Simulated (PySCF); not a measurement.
**HfBr₃⁺: structure of the singlet**

Aim: relax HfBr₃⁺ as a singlet from a hand-made T-shaped geometry, check by its vibrations whether the end is a minimum, and collect its spectrum and constants.

Method: PBE0, basis Hf def2-SVP with ECP60, Br def2-SVP, scalar-relativistic core potentials, no spin–orbit coupling, density fitting; program: PySCF 2.14.0.

## Step 1: The starting structure

4 atoms, charge 1, spin multiplicity 1.

Bond lengths: Hf1–Br2 2.607 Å, Hf1–Br3 2.607 Å, Hf1–Br4 2.607 Å. Angles: Br2–Hf1–Br3 88.0°, Br2–Hf1–Br4 88.0°, Br3–Hf1–Br4 176.0°.

```xyz
4
charge 1 multiplicity 1
Hf    0.0000    0.0000   -0.5282
Br    0.0000    0.0000    2.0786
Br    2.6052    0.0000   -0.4372
Br   -2.6052    0.0000   -0.4372
```

## Step 2: Relaxation: T-shaped start, singlet

The steps below are one call of a driver around PySCF. For each, scf.py gives the equivalent set-up of the SCF; relaxations use the driver's own optimiser. Before each start the driver seeks the lowest SCF state from one or more starting densities and follows internal instabilities, so scf.py alone need not reach the same state.

The program finds C2v symmetry in the start, which this walk keeps. The walk stops when the largest gradient is under 0.0003 Eh/bohr and the energy has settled too.

File scf.py:

```python
from pyscf import gto, scf, dft
mol = gto.M(atom='''
Hf     0.000000     0.000000    -0.528166
Br     0.000000     0.000000     2.078634
Br     2.605200    -0.000000    -0.437166
Br    -2.605200     0.000000    -0.437166''',
    basis={'Hf': 'def2-SVP', 'Br': 'def2-SVP'},
    ecp={'Hf': 'def2-SVP'},
    charge=1, spin=0)
mf = dft.RKS(mol, xc='PBE0')
mf.grids.atom_grid = (50, 194)
aux = {'Hf': 'def2-universal-JKFIT', 'Br': 'def2-universal-JKFIT'}
mf = mf.density_fit(auxbasis=aux)
mf.kernel()
```

The optimiser's trace:

```tsv
step	energy (Eh)	change (kJ/mol)	largest symmetric gradient (Eh/bohr)
0	-7768.485426	0.00	0.07374
1	-7768.512065	-69.94	0.04649
2	-7768.527313	-109.97	0.03479
3	-7768.535424	-131.27	0.02223
4	-7768.544964	-156.32	0.01195
5	-7768.548041	-164.40	0.00867
6	-7768.549040	-167.02	0.00495
7	-7768.549236	-167.53	0.00321
8	-7768.549287	-167.67	0.00089
9	-7768.549291	-167.68	0.00002
```

The walk needed 67 s of wall time on 8 threads, shared host.

After 9 steps and 167.7 kJ/mol it ends at C2v: Hf–Br 2.425 Å (×3); Br–Hf–Br 119.6° (×2), Br–Hf–Br 120.9°.

## Step 3: Hessian and properties

The point is checked on the finer grid, and tightened if its gradient asks for it. The Hessian and the dipole derivatives come from central differences of analytic gradients, with steps of 0.01 bohr.

scf.py, as its differences from that of step 2:

```diff
@@ -3,4 +3,4 @@
-Hf     0.000000     0.000000    -0.528166
-Br     0.000000     0.000000     2.078634
-Br     2.605200    -0.000000    -0.437166
-Br    -2.605200     0.000000    -0.437166''',
+Hf     0.000000    -0.000000     0.000428
+Br     0.000000    -0.000000     2.425923
+Br     2.102671    -0.000000    -1.209500
+Br    -2.102671     0.000000    -1.209500''',
@@ -11 +11 @@
-mf.grids.atom_grid = (50, 194)
+mf.grids.atom_grid = (75, 302)
```

The driver hands on the density of the step before, so the log starts near convergence.

Log of the central SCF (cycles and frontier levels):

```text
init E= -7768.54975448349
  HOMO = -0.507148418958852  LUMO = -0.342716258636851  gap/eV = 4.47443
cycle= 1 E= -7768.54975448344  delta_E= 4.55e-11  |g|= 1.09e-05  |ddm|= 2.11e-05
  HOMO = -0.507148432735908  LUMO = -0.342712820324165  gap/eV = 4.47452
cycle= 2 E= -7768.54975448331  delta_E= 1.33e-10  |g|= 2.34e-05  |ddm|= 4.2e-05
  HOMO = -0.5071483253481  LUMO = -0.342715320286439  gap/eV = 4.47445
cycle= 3 E= -7768.54975448346  delta_E= -1.55e-10  |g|= 2.69e-06  |ddm|= 2.92e-05
  HOMO = -0.507148367208624  LUMO = -0.342715181417335  gap/eV = 4.47445
cycle= 4 E= -7768.54975448348  delta_E= -1.46e-11  |g|= 3.09e-07  |ddm|= 3.54e-06
  HOMO = -0.507148377606022  LUMO = -0.342715252552189  gap/eV = 4.47445
Extra cycle  E= -7768.5497544835  delta_E= -2.55e-11  |g|= 4.87e-07  |ddm|= 9.17e-07
converged SCF energy = -7768.5497544835
```

The whole step took 1.9 min.

Geometry: C2v; Hf–Br 2.426 Å (×3); Br–Hf–Br 120.0° (×3).

Wavenumbers (cm⁻¹): 51i, 60, 61, 254, 312, 312. These are not to be trusted: the point is only loosely found or the SCF state changes between the displacements.

## Step 4: Following the imaginary mode

The start is the last point, displaced along its most imaginary mode.

The program finds C3v symmetry in the start, which this walk keeps. The walk stops when the largest gradient is under 0.0003 Eh/bohr and the energy has settled too.

scf.py, as its differences from that of step 3:

```diff
@@ -3,4 +3,4 @@
-Hf     0.000000    -0.000000     0.000428
-Br     0.000000    -0.000000     2.425923
-Br     2.102671    -0.000000    -1.209500
-Br    -2.102671     0.000000    -1.209500''',
+Hf     0.000001    -0.250000    -0.000029
+Br    -0.001881     0.189732     2.425806
+Br     2.101730     0.190161    -1.211242
+Br    -2.099851     0.190148    -1.214498''',
@@ -11 +11 @@
-mf.grids.atom_grid = (75, 302)
+mf.grids.atom_grid = (50, 194)
```

Energy and gradient, step by step:

```tsv
step	energy (Eh)	change (kJ/mol)	largest symmetric gradient (Eh/bohr)
0	-7768.550754	0.00	0.01486
1	-7768.553236	-6.52	0.00713
2	-7768.555762	-13.15	0.00366
3	-7768.556149	-14.17	0.01074
4	-7768.556613	-15.38	0.00330
5	-7768.556673	-15.54	0.00023
6	-7768.556675	-15.55	0.00002
```

The walk took 52 s.

Geometry (Å) and forces (eV/Å) at some steps:

```
step 0
Hf   0.000  -0.250   0.000   0.001   0.167   0.043
Br  -0.002   0.190   2.426   0.001  -0.056  -0.786
Br   2.102   0.190  -1.211  -0.657  -0.055   0.370
Br  -2.100   0.190  -1.214   0.656  -0.055   0.372
step 1
Hf   0.000  -0.308   0.000   0.000  -0.044   0.031
Br  -0.002   0.209   2.383   0.000   0.026  -0.380
Br   2.064   0.210  -1.190  -0.315   0.009   0.174
Br  -2.063   0.210  -1.193   0.315   0.009   0.175
step 3
Hf   0.000  -0.629   0.000   0.000   0.552  -0.015
Br  -0.002   0.316   2.234   0.000  -0.196  -0.292
Br   1.936   0.317  -1.116  -0.253  -0.178   0.153
Br  -1.934   0.317  -1.119   0.253  -0.178   0.153
step 6
Hf   0.000  -0.582   0.000   0.000   0.001  -0.001
Br  -0.002   0.300   2.241   0.000  -0.022  -0.007
Br   1.941   0.301  -1.119   0.008   0.010   0.004
Br  -1.940   0.301  -1.122  -0.008   0.010   0.004
```

It settles in C3v symmetry, 15.5 kJ/mol below the start, after 6 steps: Hf–Br 2.408 Å (×3); Br–Hf–Br 107.4° (×3).

## Step 5: Frequencies

The same treatment as at the point before.

scf.py, as its differences from that of step 4:

```diff
@@ -3,4 +3,4 @@
-Hf     0.000001    -0.250000    -0.000029
-Br    -0.001881     0.189732     2.425806
-Br     2.101730     0.190161    -1.211242
-Br    -2.099851     0.190148    -1.214498''',
+Hf     0.000002    -0.490832    -0.000057
+Br    -0.001743     0.377309     2.246788
+Br     1.946607     0.377706    -1.121820
+Br    -1.944868     0.377694    -1.124836''',
@@ -11 +11 @@
-mf.grids.atom_grid = (50, 194)
+mf.grids.atom_grid = (75, 302)
```

SCF at the final geometry:

```text
init E= -7768.55685991925
  HOMO = -0.496452751558189  LUMO = -0.319734270420732  gap/eV = 4.80875
cycle= 1 E= -7768.55685991919  delta_E= 6.37e-11  |g|= 1.67e-05  |ddm|= 2.82e-05
  HOMO = -0.496453219378759  LUMO = -0.319739628122757  gap/eV = 4.80862
cycle= 2 E= -7768.55685991877  delta_E= 4.18e-10  |g|= 3.88e-05  |ddm|= 6.37e-05
  HOMO = -0.496453345488136  LUMO = -0.31973585588422  gap/eV = 4.80873
cycle= 3 E= -7768.55685991928  delta_E= -5.11e-10  |g|= 3.87e-06  |ddm|= 4.73e-05
  HOMO = -0.496453126720643  LUMO = -0.319735922910472  gap/eV = 4.80872
cycle= 4 E= -7768.55685991928  delta_E= 5.46e-12  |g|= 2.07e-07  |ddm|= 3.9e-06
  HOMO = -0.496453126929433  LUMO = -0.319735896323457  gap/eV = 4.80872
Extra cycle  E= -7768.55685991926  delta_E= 1.09e-11  |g|= 3.1e-07  |ddm|= 6.61e-07
converged SCF energy = -7768.55685991926
```

The whole step took 82 s.

Geometry: C3v; Hf–Br 2.409 Å (×3); Br–Hf–Br 107.8° (×3).

Modes, for the most abundant isotopes:

```csv
symmetry,ω (cm⁻¹),IR (km/mol),μ (u)
a1,69,3.7,101.57
e,75,0.4,84.64
a1,280,4.0,87.30
e,304,90.3,100.53
```

No imaginary mode, so this is a minimum.

Constants and moments:

```yaml
Dipole_moment_about_the_centre_of_mass: 4.11 D
Highest_occupied_level: -13.51 eV
Lowest_empty_level: -8.70 eV
Rotational_constants: 0.02499, 0.02499, 0.01411 cm⁻¹
Zero-point_energy: 6.6 kJ/mol
Principal_polarisabilities: 55.0, 98.5, 98.5 bohr³
Principal_traceless_quadrupole_moments_about_the_centre_of_mass: -1.90, -1.90, 3.79 D Å
Entropy_at_298.15_K_and_1_bar: 376.4 J/(mol K)
Heat_capacity_Cp_at_298.15_K: 79.0 J/(mol K)
Enthalpy_at_298.15_K_above_0_K: 19.47 kJ/mol
Rotational_symmetry_number: 3
```

Charges (e) and bond orders:

```
   atom  Mulliken  Löwdin  polar tensor  Mayer order to Hf1
    Hf1      1.11   -0.08          2.04                   –
Br2,3,4     -0.04    0.36         -0.35                1.49
```

Mulliken populations on Hf1 (outside its core potential): s 2.46, p 6.20, d 2.12, f 0.11.

## Step 6: Summary of results

| quantity | value |
| --- | --- |
| minimum | singlet, C3v |
| geometry | Hf–Br 2.409 Å (×3); Br–Hf–Br 107.8° (×3) |
| wavenumbers (cm⁻¹) | 69 (a1), 75 (e), 280 (a1), 304 (e) |
| dipole moment (centre of mass) | 4.11 D |
| highest occupied, lowest empty level | -13.51, -8.70 eV |
| polar-tensor charge of Hf1 | +2.04 e |
| zero-point energy | 6.6 kJ/mol |
| entropy at 298.15 K | 376.4 J/(mol K) |

**Reading.** The T-shaped start (C2v) ends in a minimum of C3v symmetry. The strongest infrared band lies at 304 cm⁻¹ (e, stretch). Other starts or spin states, not run here, may lie lower. Modes under about 90 cm⁻¹ are uncertain by tens of cm⁻¹. The stability of the closed-shell solution was not tested. Spin–orbit coupling, left out here, can matter for elements this heavy.

The search up to here needed 5.6 min of wall time on 8 threads, shared host.
